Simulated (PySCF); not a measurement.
# GaSiH4SOF (SMILES [F][Ga]([SH])[O][SiH3]): levels of theory compared

Wanted: a comparison of 5 runs (HF/3-21G, HF/6-31G*, HF/cc-pVDZ, HF/def2-SVP, CCSD/6-31G*) of GaSiH4SOF. 

The results are computed with PySCF 2.14.0.

## (1) The system as given

The species is GaSiH4SOF (9 atoms), meant as a singlet with charge 0. SMILES: `[F][Ga]([SH])[O][SiH3]`. The shape comes from GFN2-xTB, which is rough for such elements, and wasn't checked as a minimum. This is one conformer, not always the lowest.

Bond lengths: F1–Ga2 1.769 Å, Ga2–S3 2.205 Å, Ga2–O4 1.734 Å, O4–Si5 1.646 Å, S3–H6 1.332 Å, Si5–H7 1.465 Å, Si5–H8 1.464 Å, Si5–H9 1.465 Å. Some angles: F1–Ga2–S3 117.0°, F1–Ga2–O4 116.1°, S3–Ga2–O4 126.9°, Ga2–O4–Si5 151.7°, Ga2–S3–H6 90.1°, O4–Si5–H7 102.2°, O4–Si5–H8 110.0°, O4–Si5–H9 105.1°, H7–Si5–H8 112.9°, H7–Si5–H9 113.6°.

## (2) Energy and forces at HF/3-21G (run 1)

File job.py:

```python
from pyscf import gto

system = gto.M(
    atom='''
F     -3.767849     2.350347     0.911850
Ga    -0.612385     1.564731     1.686581
S      0.998928     3.338296     5.094569
O      0.889211    -0.527366    -0.339905
Si     0.884581    -2.457286    -2.778653
H     -1.177507     4.534322     5.506794
H      3.324595    -1.910097    -3.964891
H     -1.265512    -1.895414    -4.427477
H      0.725957    -4.997532    -1.688886
''',
    basis='3-21g',
    unit='bohr',
    verbose=4,
    max_memory=1860,
)

mf = system.RHF()
mf.conv_tol = 1e-10
mf.kernel()
if not mf.converged:
    mf = mf.newton().run(mf.mo_coeff, mf.mo_occ)

energy = mf.e_tot
print('E = %.10f Eh' % energy)
grad = mf.nuc_grad_method().kernel()
dip = mf.dip_moment()
pop, q = mf.mulliken_pop()
```

Started as:

```console
$ OMP_NUM_THREADS=1 python job.py
```

Log:

```text
PySCF version 2.14.0

[... 65 lines left out ...]
converged SCF energy = -2772.6599518058
[... 12 lines left out ...]
Dipole moment(X, Y, Z, Debye): -0.24048, -0.80968, -1.08951
[... 84 lines left out ...]
charge of    8H =     -0.24109
```

Run time: 5.7 s. Hardware: 1 thread of Intel Xeon at 2.70GHz, shared host; peak memory 0.15 GiB.

## (3) Energy and forces at HF/6-31G(d) (spherical functions) (run 2)

File calc.py:

```python
from pyscf import gto, scf

mol = gto.Mole()
mol.atom = '''
F   -1.993860   1.243750   0.482530
Ga  -0.324060   0.828020   0.892500
S    0.528610   1.766550   2.695930
O    0.470550  -0.279070  -0.179870
Si   0.468100  -1.300340  -1.470400
H   -0.623110   2.399460   2.914070
H    1.759300  -1.010780  -2.098130
H   -0.669680  -1.003010  -2.342920
H    0.384160  -2.644580  -0.893720
'''
mol.max_memory = 1860
mol.verbose = 3
mol.basis = '6-31g*'
mol.build()

myscf = scf.RHF(mol)
myscf.conv_tol = 1e-10
myscf.kernel()
if not myscf.converged:
    myscf = myscf.newton().run(myscf.mo_coeff, myscf.mo_occ)

etot = myscf.e_tot
print('E = %.10f Eh' % etot)
grad = myscf.nuc_grad_method().kernel()
dip = myscf.dip_moment()
pop, q = myscf.mulliken_pop()
```

Started as:

```console
$ OMP_NUM_THREADS=1 python calc.py
```

Log:

```text
converged SCF energy = -2786.16565672876
[... 9 lines left out ...]
Dipole moment(X, Y, Z, Debye):  0.41316, -0.36923, -0.14182
[... 114 lines left out ...]
charge of    8H =     -0.16548
```

It took 27 s on 1 thread of Intel Xeon at 2.70GHz, shared host; peak memory 0.23 GiB.

Run 3 isn't shown in full; the table further down has it.

## (4) Energy and forces at HF/def2-SVP (run 4)

File geometry.xyz:

```xyz
9
FGaH4OSSi
F     -1.993860     1.243750     0.482530
Ga    -0.324060     0.828020     0.892500
S      0.528610     1.766550     2.695930
O      0.470550    -0.279070    -0.179870
Si     0.468100    -1.300340    -1.470400
H     -0.623110     2.399460     2.914070
H      1.759300    -1.010780    -2.098130
H     -0.669680    -1.003010    -2.342920
H      0.384160    -2.644580    -0.893720
```

File input.py:

```python
import pyscf.grad
from pyscf import gto

mol = gto.M(
    atom='geometry.xyz',
    verbose=3,
    basis='def2-svp',
    max_memory=1860,
    spin=0,
    charge=0,
)

calc0 = mol.RHF()
calc0.conv_tol = 1e-10
calc0.kernel()
if not calc0.converged:
    calc0 = calc0.newton().run(calc0.mo_coeff, calc0.mo_occ)

e_tot = calc0.e_tot
print('Final energy', e_tot)
grad = calc0.Gradients().kernel()
dip = calc0.dip_moment()
pop, q = calc0.mulliken_pop()
```

Started as:

```console
$ OMP_NUM_THREADS=1 python input.py
```

Log:

```text
converged SCF energy = -2785.89368469049
Final energy -2785.8936846904926
[... 8 lines left out ...]
Dipole moment(X, Y, Z, Debye):  0.54305, -0.25821,  0.07650
[... 126 lines left out ...]
charge of    8H =     -0.18300
```

It took 18 s on 1 thread of Intel Xeon at 2.70GHz, shared host; peak memory 0.29 GiB.

## (5) A single-point energy at CCSD/6-31G(d) (spherical functions) (run 5)

File calc.py:

```python
from pyscf import gto, cc

system = gto.M(
    atom=[
    ('F', (-1.993860, 1.243750, 0.482530)),
    ('Ga', (-0.324060, 0.828020, 0.892500)),
    ('S', (0.528610, 1.766550, 2.695930)),
    ('O', (0.470550, -0.279070, -0.179870)),
    ('Si', (0.468100, -1.300340, -1.470400)),
    ('H', (-0.623110, 2.399460, 2.914070)),
    ('H', (1.759300, -1.010780, -2.098130)),
    ('H', (-0.669680, -1.003010, -2.342920)),
    ('H', (0.384160, -2.644580, -0.893720)),
],
    max_memory=1860,
    basis='6-31g*',
    verbose=4,
)

mf = system.RHF()
mf.conv_tol = 1e-10
mf.kernel()
if not mf.converged:
    mf = mf.newton().run(mf.mo_coeff, mf.mo_occ)

mycc = cc.CCSD(mf, frozen=21)
mycc.kernel()
e_final = mycc.e_tot
print(f'total energy: {e_final:.8f} hartree')
dip = mf.dip_moment()
pop, q = mf.mulliken_pop()
```

Started as:

```console
$ OMP_NUM_THREADS=1 python calc.py
```

Log:

```text
PySCF version 2.14.0

[... 67 lines left out ...]
converged SCF energy = -2786.16565672876
[... 12 lines left out ...]
Init t2, MP2 energy = -2786.94937816081  E_corr(MP2) -0.783721432049883
[... 12 lines left out ...]
CCSD converged
[... 1 line left out ...]
total energy: -2786.96739093 hartree
Dipole moment(X, Y, Z, Debye):  0.41316, -0.36923, -0.14182
[... 114 lines left out ...]
charge of    8H =     -0.16548
```

Run time: 32 s. Hardware: 1 thread of Intel Xeon at 2.70GHz, shared host; peak memory 0.65 GiB.

## (6) All runs side by side

```csv
run,level,task,frozen core orbitals,energy (Eh),dipole moment (D) of the reference,HOMO energy (eV),LUMO energy (eV),wall time
1,HF/3-21G,gradient,–,-2772.659952,1.38,-11.05,2.06,5.7 s
2,HF/6-31G* (spherical functions),gradient,–,-2786.165657,0.57,-10.97,1.86,27 s
3,HF/cc-pVDZ,gradient,–,-2786.467624,0.67,-10.96,2.26,25 s
4,HF/def2-SVP,gradient,–,-2785.893685,0.61,-10.93,2.19,18 s
5,CCSD/6-31G* (spherical functions),energy,21,-2786.967391,0.57,-10.97,1.86,32 s
```

## (7) Summary of results

```
                                           quantity           value
                                run 5: total energy  -2786.96739 Eh
        run 5: dipole moment (Hartree–Fock density)          0.57 D
         run 5: HOMO energy (Hartree–Fock orbitals)       -10.97 eV
         run 5: LUMO energy (Hartree–Fock orbitals)         1.86 eV
       run 5: HOMO–LUMO gap (Hartree–Fock orbitals)        12.83 eV
run 5: correlation energy (21 core orbitals frozen)      -801.7 mEh
                               run 5: T1 diagnostic           0.014
```

In words: Over runs 1, 2, 3, 4 the dipole moment (its size) runs from 0.57 D (HF/6-31G*) to 1.38 D (HF/3-21G). Over runs 1, 2, 3, 4 the HOMO–LUMO gap runs from 12.83 eV (HF/6-31G*) to 13.22 eV (HF/cc-pVDZ). All runs together took 1.8 min, the longest 32 s.
